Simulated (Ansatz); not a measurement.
# GaGeH5: up Jacob's ladder to CCSD(T)

Aim: compute GaGeH5 with functionals from several rungs and with coupled cluster, and see how far each lands from CCSD(T) at the basis-set limit for the atomisation energy.

Method: functionals in def2-TZVPP, the program's frozen cores in correlated methods; program: Ansatz 0.2.0, Gaussian basis.

Levels to be run: LDA (SPW92), PBE-D4, revPBE-D4, BLYP-D4, r2SCAN-D4, B97M-V, PBE0-D4, B3LYP-D4, r2SCANh-D4, r2SCAN0-D4, HSE06-D4, BHLYP-D4, CAM-B3LYP-D4, LC-ωPBE, ωB97X-V, ωB97M-V, B2PLYP, PBE-QIDH; CCSD(T)/def2-SVP; CCSD(T)/def2-TZVPP; CCSD(T)/def2-QZVPP; extrapolation to the limit; RPA on PBE.

### 1 Structure used throughout

The geometry comes from an earlier relaxation with PBE0-D4 in a triple-zeta def2 set; it is a stationary point, not always the lowest conformer.

SMILES `[GaH2][GeH3]`, 7 atoms, charge 0, spin multiplicity 1.

Atoms are counted from 1 here; the program's logs count them from 0.

Bond lengths: Ga1–Ge2 2.444 Å, Ga1–H3 1.572 Å, Ga1–H4 1.572 Å, Ge2–H5 1.540 Å, Ge2–H6 1.543 Å, Ge2–H7 1.540 Å. Angles: Ge2–Ga1–H3 120.3°, Ge2–Ga1–H4 120.7°, H3–Ga1–H4 119.0°, Ga1–Ge2–H5 113.0°, Ga1–Ge2–H6 109.4°, Ga1–Ge2–H7 112.6°, H5–Ge2–H6 106.9°, H5–Ge2–H7 107.8°, H6–Ge2–H7 106.8°.

### 2 LDA

This LDA is Slater exchange with PW92 correlation.

Contents of in.yaml:

```yaml
crystal:
  periodic: [false, false, false]
  atoms:
    - {symbol: Ga, position_ang: [-0.366515, -1.359595, 0.111387]}
    - {symbol: Ge, position_ang: [0.277784, 0.987918, -0.107445]}
    - {symbol: H, position_ang: [0.529864, -2.354295, 0.934951]}
    - {symbol: H, position_ang: [-1.693016, -1.891687, -0.542814]}
    - {symbol: H, position_ang: [-0.307474, 1.657283, -1.364605]}
    - {symbol: H, position_ang: [-0.246114, 1.779791, 1.109113]}
    - {symbol: H, position_ang: [1.805481, 1.180585, -0.140588]}
basis:
  gaussian: {orbitals: def2-TZVPP}
hamiltonian: {xc: lda}
output: {orbitals: {seedname: orbitals}}
```

Run with:

```
$ ansatz run in.yaml --threads 2 --pin off --events-out ev --progress --plain --max-ram 32768MiB --backend cpu
```

The runs that follow: PBE-D4 (GGA); revPBE-D4 (GGA); BLYP-D4 (GGA); r2SCAN-D4 (meta-GGA); B97M-V (meta-GGA); B3LYP-D4 (hybrid); r2SCANh-D4 (hybrid); r2SCAN0-D4 (hybrid); HSE06-D4 (hybrid); BHLYP-D4 (hybrid); CAM-B3LYP-D4 (range-separated); LC-ωPBE (range-separated); ωB97X-V (range-separated); ωB97M-V (range-separated); B2PLYP (double hybrid); PBE-QIDH (double hybrid); CCSD(T) in def2-SVP; CCSD(T) in def2-TZVPP; CCSD(T) in def2-QZVPP; RPA on PBE orbitals.

Q: Predict the results of all the runs planned. Wanted: atomisation energy, CCSD(T)/CBS; farthest beyond LDA; mean size of error, GGA; mean size of error, meta-GGA; mean size of error, hybrid; mean size of error, range-separated; mean size of error, double hybrid; gap, smallest and largest; T1 diagnostic.

As calculated:

| quantity | value |
| --- | --- |
| atomisation energy, CCSD(T)/CBS | 1648.1 kJ/mol |
| functionals within 16.5 kJ/mol (1.0 %) | r2SCAN-D4, r2SCANh-D4, r2SCAN0-D4, CAM-B3LYP-D4, ωB97X-V |
| farthest beyond LDA | revPBE-D4 (-79.4 kJ/mol) |
| mean size of error, GGA | 64.8 kJ/mol |
| mean size of error, meta-GGA | 13.7 kJ/mol |
| mean size of error, hybrid | 31.0 kJ/mol |
| mean size of error, range-separated | 19.7 kJ/mol |
| mean size of error, double hybrid | 35.9 kJ/mol |
| gap, smallest and largest | 3.51 eV (LDA (SPW92)), 10.11 eV (LC-ωPBE) |
| T1 diagnostic | 0.0126 |
| triples share of the correlation energy | 3.4 % |

In words: LDA overbinds by 168.0 kJ/mol (10 %). PBE-D4 is off by -54.1 kJ/mol. Double hybrids carry the basis error of their MP2 part in triple zeta, and no dispersion term here, so their miss is partly the set-up's. By mean error the best rung here is meta-GGA (13.7 kJ/mol) and the worst beyond LDA is GGA (64.8 kJ/mol). The gap between the best rungs is small, so their order is not settled. Misses under about 16.5 kJ/mol are within the doubt on the reference itself, which lacks core-valence correlation, relativity and higher excitations, and its outer-core shells are covered unevenly. Hartree-Fock recovers 74 % of the binding; the rest is correlation. CCSD(T) in def2-SVP is off by -100.4 kJ/mol, more than most functionals: a good method in a small basis is no reference. The gap grows from 3.5 to 10.1 eV across the functionals, mostly with the share of exact exchange. Correlated methods include outer-core shells of Ga, Ge, which these sets cover unevenly.
